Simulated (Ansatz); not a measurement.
**SbH2+ (singlet): the correlation ladder at a displaced geometry (v1), def2-SVP**

An exercise on one series of results from a longer session: the logs are not shown, and one member is left open.

The runs use Ansatz 0.2.0, Gaussian basis; def2-SVP, core rule «outside noble gas», up to 9 orbitals frozen.

The runs, in order: UHF; CCSD(T) on RHF; CCSD(T) on UHF; BCCD(T) on RHF; CISD; CCSDT(Q) on RHF; CCSDT(Q) on UHF; CCSDTQ on RHF; CASSCF and MRCISD+Q, 6 electrons in 6 orbitals; CASSCF and MRCISD+Q(relaxed), 6 electrons in 6 orbitals; CASSCF and NEVPT2, 6 electrons in 6 orbitals; Full CI.

14 further runs of the same task are left out: 7 that didn't finish, 7 set aside as unsound or not needed.

## What is computed

The geometry is a PBE0/def2-TZVP stationary point (not a proven minimum) with its atoms shifted at random (size 0.040 Å). No spin-orbit coupling is included. Elements past krypton take def2 core potentials.

3 atoms, charge 1, spin multiplicity 1.

Atoms are counted from 1 here; the program's logs count them from 0.

Bond lengths: Sb1–H2 1.705 Å, Sb1–H3 1.703 Å. Angles: H2–Sb1–H3 88.5°.

Coordinates:

```
Sb   -0.00038   -0.01986    0.00053
H    -0.00121    1.16996   -1.22087
H     0.04675    1.22929    1.15699
```

The first run:

The input, in.yaml:

```yaml
crystal:
  periodic: [false, false, false]
  atoms:
    - {symbol: Sb, position_ang: [-0.000377, -0.019861, 0.000529]}
    - {symbol: H, position_ang: [-0.001210, 1.169963, -1.220873]}
    - {symbol: H, position_ang: [0.046754, 1.229292, 1.156993]}
basis:
  gaussian: {orbitals: def2-SVP}
total_charge: 1
magnetization: {spin_polarized: true, initial_magnetization: 0}
hamiltonian: {xc: hf}
output: {orbitals: {seedname: orbitals}}
```

On the command line:

```sh
> ansatz run in.yaml --threads 1 --pin off --events-out ev --progress --plain --max-ram 2393MiB
```

Among the steps run: UHF; CCSD(T) on RHF; CCSD(T) on UHF; BCCD(T) on RHF; CISD; CCSDT(Q) on RHF; CCSDT(Q) on UHF; CCSDTQ on RHF; CASSCF and MRCISD+Q, 6 electrons in 6 orbitals; CASSCF and MRCISD+Q(relaxed), 6 electrons in 6 orbitals; CASSCF and NEVPT2, 6 electrons in 6 orbitals; Full CI.

One table of the session follows, with a row left open; its other results are not shown here.

```
                   method  from FCI (meV)
                      RHF         +2888.9
                      UHF         +2886.2
                     RMP2          +748.6
                     CISD          +177.7
                    RCCSD           +65.6
                 RCCSD(T)           +15.3
                  BCCD(T)           +15.2
                   RCCSDT            +2.5
                RCCSDT(Q)            +0.5
                  RCCSDTQ             0.0
           CASSCF valence         +1473.7
           NEVPT2 valence          +417.7
           MRCISD valence           +45.2
         MRCISD+Q valence            -0.1
MRCISD+Q(relaxed) valence               ?
                      FCI               0
```

Q: Estimate the row for MRCISD+Q(relaxed) valence from the others.

**Answer.** from FCI (meV): -21.4. In the column «from FCI (meV)» it is the lowest.

Not comparable, so not listed: CCSD(T) on UHF; CCSDT(Q) on UHF (they don't share determinant, frozen orbitals or solution with the rows shown, or repeat one).

Caveats from the session: MRCISD+Q(relaxed) valence falls below full CI: the +Q correction isn't variational, and the cores differ from full CI's.
